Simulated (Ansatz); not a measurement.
# HfSi+ (doublet): from Hartree-Fock to the top rungs, def2-SVP

One table from this session's results is given with a row withheld; the runs are named, their logs left out.

Computed with Ansatz 0.2.0, Gaussian basis. Level: def2-SVP, core rule «outside noble gas», up to 9 orbitals frozen.

Plan: UHF; CCSD(T) on ROHF; CCSD(T) on UHF; CISD; CCSDT(Q) on ROHF; CCSDT(Q) on UHF.

13 further runs of the same task are left out: 5 for a known fault of the program, 3 that didn't finish, 5 set aside as unsound or not needed.

## The geometry

The geometry is a PBE0/def2-TZVP stationary point (not a proven minimum). No spin-orbit coupling is included. Elements past krypton take def2 core potentials.

2 atoms, charge 1, spin multiplicity 2.

Atoms are counted from 1 here; the program's logs count them from 0.

Bond lengths: Hf1–Si2 2.518 Å.

Set-up of the first run:

in.yaml reads:

```yaml
crystal:
  periodic: [false, false, false]
  atoms:
    - {symbol: Hf, position_ang: [0.000000, 0.000000, 0.000000]}
    - {symbol: Si, position_ang: [0.000000, 0.000000, 2.517600]}
basis:
  gaussian: {orbitals: def2-SVP}
total_charge: 1
magnetization: {spin_polarized: true, initial_magnetization: 1}
hamiltonian: {xc: hf}
output: {orbitals: {seedname: orbitals}}
```

Started as:

```sh
> ansatz run in.yaml --threads 1 --pin off --events-out ev --progress --plain --max-ram 2393MiB
```

Among the steps run: UHF; CCSD(T) on ROHF; CCSD(T) on UHF; CISD; CCSDT(Q) on ROHF; CCSDT(Q) on UHF.

One of the session's tables, all rows but one given; the rest of the session is left out.

It belongs to the step «Misses and costs». 

| method | from RCCSDT(Q) (kcal/mol) |
| --- | --- |
| RMP2 | +22.49 |
| UMP2 | +28.89 |
| CISD | +30.96 |
| RCCSD | +11.50 |
| UCCSD | +11.15 |
| RCCSD(T) | +2.80 |
| UCCSD(T) | +5.02 |
| RCCSDT | +1.64 |
| UCCSDT | +1.65 |
| RCCSDT(Q) | 0 |
| UCCSDT(Q) | ? |

Q: Estimate the row for UCCSDT(Q) from the others.

**Answer.** from RCCSDT(Q) (kcal/mol): -0.45. In the column «from RCCSDT(Q) (kcal/mol)» it is the lowest.

Left out of the table: ROHF, UHF (another determinant or state than the rows shown).

To keep in mind: The determinant is far from a pure spin state, so its energy mixes those of several spin states (harmless only where they are near-degenerate, as at dissociation). The program flags UCCSD(T), UCCSDT(Q) as in doubt, so those rows may rest on another solution; read them beside their warnings. Warnings: spin contamination; coupled cluster took another determinant than the lowest; large T1 diagnostic. Restricted and unrestricted rows rest on different reference determinants; where their highest levels disagree by more than a few hundredths of an eV, they describe different states and don't form one ladder.
